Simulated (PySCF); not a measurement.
# C5H10N2 (triplet): open-shell or spin-flip excitations

Aim: compute the open-shell or spin-flip excitations of C5H10N2 (triplet) (`C=C/C(C)=N/NC`).

Computed with PySCF 2.14.0 and routines of our own; the level stands in each step. Atoms count from 0.

### 1 The system as given

17 atoms, charge 0, multiplicity 3; geometry from: GFN2-xTB.

### 2 Open-shell or spin-flip excitations: unrestricted TDA PBE0/def2-SVPD

What the job is given:

```
{"job": {"kind": "uabs", "xc": "PBE0", "basis": "def2-SVPD", "nstates": 10, "tda": true}, "charge": 0, "multiplicity": 3}
C     -0.766280     1.880639     1.307513
C     -1.448617     0.802887     0.824339
C     -0.954050    -0.128739    -0.089576
C     -1.792561    -1.287322    -0.552092
N      0.258339     0.033501    -0.696440
N      1.346284    -0.578873    -0.220605
C      2.614048    -0.172790    -0.761163
H     -1.209559     2.543535     2.027209
H      0.226016     2.114578     0.964512
H     -2.456021     0.630871     1.183138
H     -1.332526    -2.232011    -0.252370
H     -2.793122    -1.231242    -0.132320
H     -1.860072    -1.290051    -1.640119
H      1.345319    -0.853669     0.762630
H      2.474778     0.035618    -1.820130
H      3.332299    -0.983281    -0.637470
H      3.008726     0.728380    -0.276965
```

Method: unrestricted TDA PBE0/def2-SVPD, vertical, gas phase, core orbitals frozen in the response.

Started as:

```console
OMP_NUM_THREADS=1 python excited_run.py task.json out
```

The driver reads the jobs from task.json and runs them one after another.

Log:

```text
coarse grid: 13760 points
cycle   1  E = -305.2611498522  dE =  7.821e-01  |g| = 3.063e-01  |ddm| = 4.758e+00
cycle   2  E = -305.2480196110  dE =  1.313e-02  |g| = 3.782e-01  |ddm| = 1.343e+00
cycle   3  E = -305.3196218339  dE = -7.160e-02  |g| = 5.879e-02  |ddm| = 6.710e-01
cycle   4  E = -305.3212600612  dE = -1.638e-03  |g| = 3.491e-02  |ddm| = 1.594e-01
cycle   5  E = -305.3219830230  dE = -7.230e-04  |g| = 8.757e-03  |ddm| = 9.688e-02
cycle   6  E = -305.3220662584  dE = -8.324e-05  |g| = 7.416e-03  |ddm| = 4.252e-02
cycle   7  E = -305.3221093984  dE = -4.314e-05  |g| = 2.204e-03  |ddm| = 2.804e-02
cycle   8  E = -305.3221155192  dE = -6.121e-06  |g| = 1.153e-03  |ddm| = 1.150e-02
final grid: 131744 points
cycle   9  E = -305.3605652016  dE = -4.262e-05  |g| = 5.712e-03  |ddm| = 1.241e-01
cycle  10  E = -305.3605621280  dE =  3.074e-06  |g| = 6.358e-03  |ddm| = 2.579e-02
cycle  11  E = -305.3605821468  dE = -2.002e-05  |g| = 9.357e-04  |ddm| = 1.203e-02
cycle  12  E = -305.3605825784  dE = -4.316e-07  |g| = 1.609e-04  |ddm| = 2.106e-03
cycle  13  E = -305.3605825984  dE = -2.001e-08  |g| = 1.074e-04  |ddm| = 6.287e-04
cycle  14  E = -305.3605826057  dE = -7.247e-09  |g| = 3.930e-05  |ddm| = 3.444e-04
cycle  15  E = -305.3605826080  dE = -2.340e-09  |g| = 1.616e-05  |ddm| = 2.295e-04
cycle  16  E = -305.3605826084  dE = -4.203e-10  |g| = 9.864e-06  |ddm| = 1.011e-04
converged SCF energy = -305.3605826084

Static polarisability (au): isotropic 85.742, principal 61.939 92.808 102.480

<S^2> of the reference = 2.0346 (exact 2.0000)

Excitations
state   eV       nm        f      <S^2>   main configurations
  1   3.8059    325.8   0.00265   2.023   Hb->Lb 0.54, Ha->L+2a 0.18, Ha->La 0.11
  2   3.8950    318.3   0.00106   2.030   Hb->L+1b 0.75, H-2b->L+1b 0.12
  3   4.4030    281.6   0.03338   2.049   Ha->La 0.80, Hb->Lb 0.10
  4   4.5549    272.2   0.00099   2.073   H-1a->La 0.94
  5   4.9816    248.9   0.07589   2.051   Ha->L+1a 0.45, Ha->L+2a 0.22, H-2b->Lb 0.15, Hb->Lb 0.13
  6   5.0666    244.7   0.05769   2.050   Ha->L+1a 0.47, H-2b->Lb 0.20, Hb->Lb 0.10, Ha->L+2a 0.09
  7   5.3220    233.0   0.00258   2.048   H-1a->L+2a 0.80, H-1a->L+1a 0.10
  8   5.3838    230.3   0.00890   2.052   Ha->L+4a 0.43, Ha->L+3a 0.43
  9   5.4382    228.0   0.00437   2.062   H-1a->L+1a 0.60, Ha->L+3a 0.14, H-1a->L+4a 0.09
 10   5.4741    226.5   0.01655   2.063   Ha->L+3a 0.26, Ha->L+4a 0.24, Ha->L+2a 0.23, H-1a->L+1a 0.15
```

It took 56 s on 1 thread of Arm Neoverse V2, shared host; peak memory 0.77 GiB.

From this job:

| quantity | value |
| --- | --- |
| ⟨S²⟩ | 2.035 |

Löwdin spin populations:

C0 0.41; C1 -0.01; C2 0.39; C3 0.06; N4 0.67; N5 0.33; C6 0.01; H7 0.03; H8 0.03; H9 -0.01; H10 0.02; H11 0.00; H12 0.02; H13 0.02; H14 0.00; H15 0.00; H16 0.02

With diffuse functions Löwdin's scheme smears the spin, so small populations can have the wrong sign.

### 3 Open-shell or spin-flip excitations: collinear spin-flip TDA BHandHLYP/def2-SVP

Settings changed since step 2:

```diff
@@ -1,2 +1,2 @@
-{"job": {"kind": "uabs", "xc": "PBE0", "basis": "def2-SVPD", "nstates": 10, "tda": true}, "charge": 0, "multiplicity": 3}
+{"job": {"kind": "uabs", "xc": "BHandHLYP", "basis": "def2-SVP", "nstates": 8, "spin_flip": true}, "charge": 0, "multiplicity": 3}
 C     -0.766280     1.880639     1.307513
```

With the program's defaults for keys left out, this is: collinear spin-flip TDA BHandHLYP/def2-SVP, vertical, gas phase, core orbitals frozen in the response.

Log:

```text
coarse grid: 13760 points
cycle   1  E = -305.4128174153  dE =  9.959e-01  |g| = 2.846e-01  |ddm| = 3.043e+00
cycle   2  E = -305.4452348606  dE = -3.242e-02  |g| = 2.391e-01  |ddm| = 5.916e-01
cycle   3  E = -305.4711996415  dE = -2.596e-02  |g| = 5.133e-02  |ddm| = 2.643e-01
cycle   4  E = -305.4737559446  dE = -2.556e-03  |g| = 2.848e-02  |ddm| = 9.402e-02
cycle   5  E = -305.4744750508  dE = -7.191e-04  |g| = 1.147e-02  |ddm| = 4.300e-02
cycle   6  E = -305.4747694559  dE = -2.944e-04  |g| = 7.156e-03  |ddm| = 3.303e-02
cycle   7  E = -305.4748416679  dE = -7.221e-05  |g| = 2.489e-03  |ddm| = 1.878e-02
cycle   8  E = -305.4748519026  dE = -1.023e-05  |g| = 8.916e-04  |ddm| = 6.722e-03
cycle   9  E = -305.4748532019  dE = -1.299e-06  |g| = 4.646e-04  |ddm| = 2.295e-03
final grid: 131744 points
cycle  10  E = -305.5098514582  dE = -2.017e-05  |g| = 1.878e-03  |ddm| = 1.401e-02
cycle  11  E = -305.5098526167  dE = -1.158e-06  |g| = 1.334e-03  |ddm| = 3.748e-03
cycle  12  E = -305.5098535758  dE = -9.591e-07  |g| = 1.582e-04  |ddm| = 1.458e-03
cycle  13  E = -305.5098536082  dE = -3.240e-08  |g| = 1.112e-04  |ddm| = 4.128e-04
cycle  14  E = -305.5098536211  dE = -1.292e-08  |g| = 4.362e-05  |ddm| = 1.936e-04
cycle  15  E = -305.5098536260  dE = -4.878e-09  |g| = 1.741e-05  |ddm| = 1.870e-04
cycle  16  E = -305.5098536265  dE = -4.906e-10  |g| = 7.768e-06  |ddm| = 4.933e-05
converged SCF energy = -305.5098536265

<S^2> of the reference = 2.0631 (exact 2.0000)

Spin-flip excitations, energies against the reference
state   eV       nm        f      <S^2>   main configurations
  1   0.8525        -   0.00000   2.148   Ha->Lb 0.49, H-1a->L+1b 0.45
  2   0.9354  14955.9   0.00001   0.095   H-1a->L+1b 0.47, Ha->Lb 0.47
  3   2.4933    755.6   0.00010   0.322   Ha->L+1b 0.80, H-2a->L+1b 0.11
  4   3.2050    527.0   0.00019   0.146   H-1a->Lb 0.91
  5   3.8710    410.7   0.00051   1.011   H-2a->Lb 0.49, Ha->L+5b 0.11, Ha->L+6b 0.10, Ha->L+2b 0.08
  6   5.2193    283.9   0.00167   0.862   H-2a->L+1b 0.45, H-3a->L+1b 0.29, Ha->L+1b 0.16
  7   5.7372    253.8   0.12447   1.070   Ha->L+2b 0.61, H-2a->Lb 0.25
  8   5.8018    250.5   0.00481   1.136   H-1a->L+2b 0.83
```

Run time: 12 s. Hardware: 1 thread of Arm Neoverse V2, shared host; peak memory 0.58 GiB.

The ⟨S²⟩ below is that of the reference state, of multiplicity 3.

In short:

| quantity | value |
| --- | --- |
| low spin less high spin | 0.083 eV |
| ⟨S²⟩ | 2.063 |

### 4 Open-shell or spin-flip excitations: unrestricted TDDFT PBE0/def2-SVPD

Settings changed since step 3:

```diff
@@ -1,2 +1,2 @@
-{"job": {"kind": "uabs", "xc": "BHandHLYP", "basis": "def2-SVP", "nstates": 8, "spin_flip": true}, "charge": 0, "multiplicity": 3}
+{"job": {"kind": "uabs", "xc": "PBE0", "basis": "def2-SVPD", "nstates": 4, "tda": false, "scf": {"level_shift": 0.1, "fallback": true}}, "charge": 0, "multiplicity": 3}
 C     -0.766280     1.880639     1.307513
```

With the program's defaults for keys left out, this is: unrestricted TDDFT PBE0/def2-SVPD, vertical, gas phase, core orbitals frozen in the response.

Log:

```text
final grid: 131744 points
cycle   1  E = -305.3099245902  dE =  7.752e-01  |g| = 2.752e-01  |ddm| = 4.614e+00
cycle   2  E = -305.3252971402  dE = -1.537e-02  |g| = 2.732e-01  |ddm| = 1.031e+00
cycle   3  E = -305.3586621884  dE = -3.337e-02  |g| = 4.205e-02  |ddm| = 4.531e-01
cycle   4  E = -305.3598657354  dE = -1.204e-03  |g| = 2.733e-02  |ddm| = 1.299e-01
cycle   5  E = -305.3603870289  dE = -5.213e-04  |g| = 8.799e-03  |ddm| = 7.961e-02
cycle   6  E = -305.3605138969  dE = -1.269e-04  |g| = 5.549e-03  |ddm| = 4.515e-02
cycle   7  E = -305.3605672882  dE = -5.339e-05  |g| = 2.103e-03  |ddm| = 2.680e-02
cycle   8  E = -305.3605798826  dE = -1.259e-05  |g| = 8.676e-04  |ddm| = 1.462e-02
cycle   9  E = -305.3605819451  dE = -2.062e-06  |g| = 4.417e-04  |ddm| = 5.161e-03
cycle  10  E = -305.3605824259  dE = -4.808e-07  |g| = 2.079e-04  |ddm| = 2.519e-03
cycle  11  E = -305.3605825516  dE = -1.257e-07  |g| = 1.010e-04  |ddm| = 1.140e-03
cycle  12  E = -305.3605825931  dE = -4.153e-08  |g| = 5.204e-05  |ddm| = 7.182e-04
cycle  13  E = -305.3605826041  dE = -1.095e-08  |g| = 3.404e-05  |ddm| = 3.445e-04
cycle  14  E = -305.3605826075  dE = -3.484e-09  |g| = 1.711e-05  |ddm| = 2.143e-04
cycle  15  E = -305.3605826083  dE = -7.631e-10  |g| = 7.870e-06  |ddm| = 8.781e-05
level shift removed, Fock matrix diagonalised once more
converged SCF energy = -305.3605826083

Static polarisability (au): isotropic 85.742, principal 61.939 92.808 102.480

<S^2> of the reference = 2.0346 (exact 2.0000)

Excitations
state   eV       nm        f      <S^2>   main configurations
  1   3.7013    335.0   0.00318   2.026   Hb->Lb 0.58, Ha->L+2a 0.20, Ha->La 0.10
  2   3.8312    323.6   0.00100   2.031   Hb->L+1b 0.80, H-2b->L+1b 0.14
  3   4.3718    283.6   0.03722   2.051   Ha->La 0.82, Hb->Lb 0.11
  4   4.5440    272.9   0.00110   2.075   H-1a->La 0.94
```

Run time: 67 s. Hardware: 1 thread of Arm Neoverse V2, shared host; peak memory 0.8 GiB.

Key values:

| quantity | value |
| --- | --- |
| ⟨S²⟩ | 2.035 |

### 5 Results

| quantity | value |
| --- | --- |
| lowest and brightest state of nearly pure spin, of 10 (step 2, unrestricted TDA PBE0/def2-SVPD) | 3.81 eV; 4.98 eV, f = 0.076 |
| low spin less high spin (step 3, collinear spin-flip TDA BHandHLYP/def2-SVP) | 0.083 eV |
| lowest and brightest state of nearly pure spin, of 4 (step 4, unrestricted TDDFT PBE0/def2-SVPD) | 3.70 eV; 4.37 eV, f = 0.037 |

The lowest state of nearly pure spin runs from 3.70 to 3.81 eV over the runs.
